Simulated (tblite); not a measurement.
# C8H18S: the cost of one run

Programs: tblite 0.8.0 and PySCF 2.14.0, with density-fitted response routines of our own. Each step states its level of theory. These are calculated values for one molecule in the gas phase, unless marked as measured. Atoms count from 0, in the outputs and in this text.

### 1 The starting structure

27 atoms, charge 0, multiplicity 1; geometry from: force field or distance geometry start.

Bonds of the start (Å): C0–S1 1.82, S1–C2 1.81, C2–C3 1.57, C3–C4 1.55, C3–C5 1.54, C3–C6 1.58, C6–C7 1.53, C6–C8 1.53, C0–H9 1.09, C0–H10 1.09, C0–H11 1.09, C2–H12 1.09, C2–H13 1.09, C4–H14 1.10, C4–H15 1.10, C4–H16 1.10, C5–H17 1.09, C5–H18 1.10, C5–H19 1.09, C6–H20 1.10, C7–H21 1.10, C7–H22 1.09, C7–H23 1.11, C8–H24 1.09, C8–H25 1.10, C8–H26 1.10.

### 2 Optimising the geometry with GFN2-xTB

The job: settings as JSON, then the geometry in Å.

```
{"job": {"kind": "relax", "xc": "GFN2-xTB", "basis": "xTB"}, "charge": 0, "multiplicity": 1}
C      3.763300    -0.366100     0.628800
S      2.099500     0.105100     1.196000
C      1.261500     0.143400    -0.408200
C     -0.265100     0.524300    -0.373000
C     -0.412800     1.965000     0.166300
C     -0.771000     0.507600    -1.831000
C     -1.101300    -0.466500     0.532500
C     -0.946700    -1.943100     0.149400
C     -2.597300    -0.142300     0.598500
H      4.422900    -0.441900     1.492500
H      3.720200    -1.333900     0.122900
H      4.143700     0.392400    -0.050200
H      1.778700     0.880800    -1.021600
H      1.392100    -0.827900    -0.896300
H      0.277700     2.652700    -0.352300
H     -0.212500     2.034100     1.245300
H     -1.418700     2.362300    -0.009100
H     -1.814700     0.810700    -1.904500
H     -0.185000     1.208300    -2.438000
H     -0.664200    -0.480200    -2.278500
H     -0.739200    -0.372300     1.571600
H     -1.326000    -2.138200    -0.864100
H      0.092300    -2.274700     0.213600
H     -1.531400    -2.590700     0.829900
H     -3.111500    -0.811000     1.296000
H     -3.095400    -0.252500    -0.371700
H     -2.778900     0.880900     0.960500
```

Command:

```bash
$ OMP_NUM_THREADS=1 python probes_run.py task.json out
```

The driver reads the jobs from task.json and runs them one after another.

**Question.** How long does this first job take on 1 thread of Intel Xeon at 2.70GHz, shared host?

About 1.3 s.
